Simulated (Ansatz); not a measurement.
# C₂H₇NO₂Si: up Jacob's ladder to CCSD(T)

Aim: compute C₂H₇NO₂Si with functionals from several rungs and with coupled cluster. The yardstick is the atomisation energy at the CCSD(T) limit.

Method: functionals in def2-TZVPP, the program's frozen cores in correlated methods; program: Ansatz 0.2.0, Gaussian basis.

Levels to be run: PBE-D4, r2SCAN-D4, PBE0-D4, B3LYP-D4, ωB97X-V, ωB97M-V, B2PLYP; CCSD(T)/def2-TZVPP; MP2/def2-QZVPP; extrapolation to the limit.

### 1 The geometry

An earlier PBE0-D4 in a triple-zeta def2 set relaxation fixed the geometry.

13 atoms, charge 0, spin multiplicity 1.

Atoms are counted from 1 here; the program's logs count them from 0.

Bond lengths: C1–C2 1.331 Å, C1–H7 1.087 Å, C1–H8 1.087 Å, C2–Si3 1.850 Å, C2–H9 1.089 Å, Si3–N4 1.712 Å, Si3–O5 1.648 Å, Si3–O6 1.640 Å, N4–H10 1.008 Å, N4–H11 1.008 Å, O5–H12 0.958 Å, O6–H13 0.958 Å. Angles: C2–C1–H7 121.4°, C2–C1–H8 122.3°, H7–C1–H8 116.3°, C1–C2–Si3 123.6°, C1–C2–H9 118.2°, Si3–C2–H9 118.2°, C2–Si3–N4 107.7°, C2–Si3–O5 115.6°, C2–Si3–O6 105.1°, N4–Si3–O5 106.6°, N4–Si3–O6 117.9°, O5–Si3–O6 104.4°, Si3–N4–H10 119.9°, Si3–N4–H11 119.8°, H10–N4–H11 110.9°, Si3–O5–H12 116.1°, Si3–O6–H13 117.0°.

### 2 PBE-D4 (GGA)

Contents of in.yaml:

```yaml
crystal:
  periodic: [false, false, false]
  atoms:
    - {symbol: C, position_ang: [-0.648540, -1.062168, 1.721521]}
    - {symbol: C, position_ang: [-0.579791, 0.166630, 1.214880]}
    - {symbol: Si, position_ang: [0.095894, 0.543789, -0.466004]}
    - {symbol: N, position_ang: [1.107652, -0.758431, -0.924836]}
    - {symbol: O, position_ang: [-1.025491, 0.712485, -1.662002]}
    - {symbol: O, position_ang: [0.773858, 2.031281, -0.330423]}
    - {symbol: H, position_ang: [-0.291588, -1.924533, 1.165001]}
    - {symbol: H, position_ang: [-1.061580, -1.262151, 2.706657]}
    - {symbol: H, position_ang: [-0.954627, 0.993016, 1.816436]}
    - {symbol: H, position_ang: [1.827729, -1.079637, -0.297531]}
    - {symbol: H, position_ang: [1.400796, -0.850320, -1.884452]}
    - {symbol: H, position_ang: [-1.503138, -0.081222, -1.906731]}
    - {symbol: H, position_ang: [0.879326, 2.536559, -1.137616]}
basis:
  gaussian: {orbitals: def2-TZVPP}
hamiltonian: {xc: pbe, dispersion: d4}
output: {forces: true, orbitals: {seedname: orbitals}}
```

Command:

```console
$ ansatz run in.yaml --threads 2 --pin off --events-out ev --progress --plain --max-ram 22528MiB --backend cuda --devices 0, --max-vram 18GiB
```

Further steps of the session: r2SCAN-D4 (meta-GGA); PBE0-D4 (hybrid); B3LYP-D4 (hybrid); ωB97X-V (range-separated); ωB97M-V (range-separated); B2PLYP (double hybrid); CCSD(T) in def2-TZVPP; MP2 in def2-QZVPP.

Q: Predict the results of all the runs planned. Wanted: atomisation energy, CCSD(T)/CBS; farthest; mean size of error, hybrid; mean size of error, range-separated; gap, smallest and largest; T1 diagnostic; triples share of the correlation energy.

The runs gave:

| quantity | value |
| --- | --- |
| atomisation energy, CCSD(T)/CBS | 1261.9 kcal/mol |
| functionals within 6.3 kcal/mol (0.5 %) | r2SCAN-D4, B3LYP-D4, ωB97X-V, ωB97M-V |
| farthest | PBE-D4 (+18.6 kcal/mol) |
| mean size of error, hybrid | 6.6 kcal/mol |
| mean size of error, range-separated | 1.9 kcal/mol |
| gap, smallest and largest | 4.71 eV (PBE-D4), 11.98 eV (ωB97X-V) |
| T1 diagnostic | 0.0112 |
| triples share of the correlation energy | 3.8 % |

PBE-D4 misses by +18.6 kcal/mol. Double hybrids carry the basis error of their MP2 part in triple zeta, and no dispersion term here, so their miss is partly the set-up's. The reference freezes the cores and leaves out relativity and excitations past (T), so misses under about 6.3 kcal/mol can't be ranked. Hartree-Fock recovers 71 % of the binding; the rest is correlation. The gap grows from 4.7 to 12.0 eV across the functionals, mostly with the share of exact exchange.
